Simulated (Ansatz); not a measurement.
# CH7NOSi: up Jacob's ladder to CCSD(T)

One table from this session's results is given with a row withheld; the runs are named, their logs left out.

Computed with Ansatz 0.2.0, Gaussian basis. Level: functionals in def2-TZVPP, the program's frozen cores in correlated methods.

Plan: PBE-D4, r2SCAN-D4, PBE0-D4, B3LYP-D4, ωB97X-V, ωB97M-V, B2PLYP; CCSD(T)/def2-TZVPP; CCSD(T)/def2-QZVPP; extrapolation to the limit.

### The geometry

All runs share one geometry, relaxed beforehand with PBE0-D4 in a triple-zeta def2 set.

11 atoms, charge 0, spin multiplicity 1.

Atoms are counted from 1 here; the program's logs count them from 0.

Bond lengths: C1–O2 1.407 Å, C1–H5 1.097 Å, C1–H6 1.097 Å, C1–H7 1.092 Å, O2–Si3 1.647 Å, Si3–N4 1.701 Å, Si3–H8 1.488 Å, Si3–H9 1.488 Å, N4–H10 1.007 Å, N4–H11 1.007 Å. Angles: O2–C1–H5 111.7°, O2–C1–H6 111.7°, O2–C1–H7 108.4°, H5–C1–H6 108.3°, H5–C1–H7 108.3°, H6–C1–H7 108.3°, C1–O2–Si3 122.2°, O2–Si3–N4 112.5°, O2–Si3–H8 108.5°, O2–Si3–H9 108.5°, N4–Si3–H8 108.3°, N4–Si3–H9 108.2°, H8–Si3–H9 110.7°, Si3–N4–H10 120.7°, Si3–N4–H11 120.6°, H10–N4–H11 111.3°.

Geometry (Å):

```xyz
11

C     0.0256    1.9036    0.1019
O     0.4855    0.6253   -0.2622
Si   -0.3234   -0.7488    0.1522
N     0.4514   -2.1547   -0.4098
H    -0.9655    2.1130   -0.3192
H    -0.0311    2.0187    1.1915
H     0.7263    2.6459   -0.2851
H    -0.4043   -0.8209    1.6363
H    -1.6844   -0.6958   -0.4471
H     1.2960   -2.4856    0.0271
H     0.4238   -2.4007   -1.3856
```

Set-up of the first run:

Contents of in.yaml:

```yaml
crystal:
  periodic: [false, false, false]
  atoms:
    - {symbol: C, position_ang: [0.025618, 1.903603, 0.101934]}
    - {symbol: O, position_ang: [0.485497, 0.625267, -0.262228]}
    - {symbol: Si, position_ang: [-0.323401, -0.748792, 0.152225]}
    - {symbol: N, position_ang: [0.451439, -2.154718, -0.409750]}
    - {symbol: H, position_ang: [-0.965469, 2.113039, -0.319235]}
    - {symbol: H, position_ang: [-0.031067, 2.018663, 1.191461]}
    - {symbol: H, position_ang: [0.726305, 2.645888, -0.285142]}
    - {symbol: H, position_ang: [-0.404260, -0.820894, 1.636348]}
    - {symbol: H, position_ang: [-1.684445, -0.695751, -0.447083]}
    - {symbol: H, position_ang: [1.295972, -2.485633, 0.027077]}
    - {symbol: H, position_ang: [0.423830, -2.400670, -1.385618]}
basis:
  gaussian: {orbitals: def2-TZVPP}
hamiltonian: {xc: pbe, dispersion: d4}
output: {forces: true, orbitals: {seedname: orbitals}}
```

On the command line:

```sh
> ansatz run in.yaml --threads 2 --pin off --events-out ev --progress --plain --max-ram 32768MiB --backend cpu
```

Among the steps run: PBE-D4 (GGA); r2SCAN-D4 (meta-GGA); PBE0-D4 (hybrid); B3LYP-D4 (hybrid); ωB97X-V (range-separated); ωB97M-V (range-separated); B2PLYP (double hybrid); CCSD(T) in def2-TZVPP; CCSD(T) in def2-QZVPP.

One of the session's tables, all rows but one given; the rest of the session is left out.

| method | atomisation energy (kJ/mol) |
| --- | --- |
| PBE-D4 | 3979.3 |
| r2SCAN-D4 | 3931.6 |
| PBE0-D4 | 3915.6 |
| B3LYP-D4 | 3951.0 |
| ωB97X-V | 3960.7 |
| ωB97M-V | 3959.0 |
| B2PLYP | 3906.8 |
| HF/def2-TZVPP | 2841.8 |
| MP2/def2-TZVPP | 3879.1 |
| CCSD/def2-TZVPP | 3791.9 |
| CCSD(T)/def2-TZVPP | ? |
| MP2/CBS | 3992.1 |
| CCSD(T)/CBS | 3950.7 |

Estimate the missing values for CCSD(T)/def2-TZVPP.

As computed: atomisation energy (kJ/mol): 3840.2. In the column «atomisation energy (kJ/mol)» it lies between CCSD/def2-TZVPP (3791.9) and MP2/def2-TZVPP (3879.1).
